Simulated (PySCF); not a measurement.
# SnCl: from the state search to spectroscopic constants

An exercise on one series of results from a longer session: the logs are not shown, and one member is left open.

Method: Sn def2-TZVPP with ECP28, Cl def2-TZVPP, scalar-relativistic core potentials; program: PySCF 2.14.0.

Set-up of the first run:

The job is set up so:

* atoms: Sn, Cl
* charge: 0
* basis: Sn def2-TZVPP with ECP28, Cl def2-TZVPP
* Hamiltonian: scalar-relativistic core potentials
* basis functions: 92
* electrons treated: 39
* masses in u: 119.9022, 34.9689
* levels: PBE0, PBE, r²SCAN, TPSS, M06, B3LYP, r²SCAN0, ωB97M-V, HF, MP2, SCS-MP2, CCSD, CCSD(T)
* grid: 80 radial by 434 angular points
* occupations: held fixed by the projection of orbital angular momentum
* dissociation limit: Sn + Cl, each in its ground configuration
* starting distance in angstrom: 2.320
* values of 2S to try: 1, 3

On the command line:

```bash
> OMP_NUM_THREADS=1 python dia.py task.json out
```

Among the steps run: Set-up; PBE0 along the bond; Excited determinants; PBE (GGA); r²SCAN (meta-GGA); TPSS; M06; B3LYP; r²SCAN0 (hybrid meta-GGA); ωB97M-V (range-separated hybrid); UHF (mean field); Correlated methods on the Hartree–Fock reference.

One table of the session follows, with a row left open; its other results are not shown here.

Differences from CCSD(T) in the same basis:

| level | Re (mÅ) | ωe (%) |
| --- | --- | --- |
| UHF | +16 | -2.4 |
| UHF-MP2 | -9 | +1.2 |
| UHF-SCS-MP2 | +2 | -0.6 |
| UHF-CCSD | -1 | +0.3 |
| PBE | +23 | -5.5 |
| TPSS | +21 | -4.9 |
| r²SCAN | +4 | -1.9 |
| B3LYP | +28 | -5.6 |
| PBE0 | ? | ? |
| r²SCAN0 | -8 | +0.3 |
| M06 | +12 | -2.1 |
| ωB97M-V | 0 | -0.8 |

Estimate the missing values for PBE0.

As computed: Re (mÅ): +1; ωe (%): -1.6. In the column «Re (mÅ)» it lies between ωB97M-V (0) and UHF-SCS-MP2 (+2).
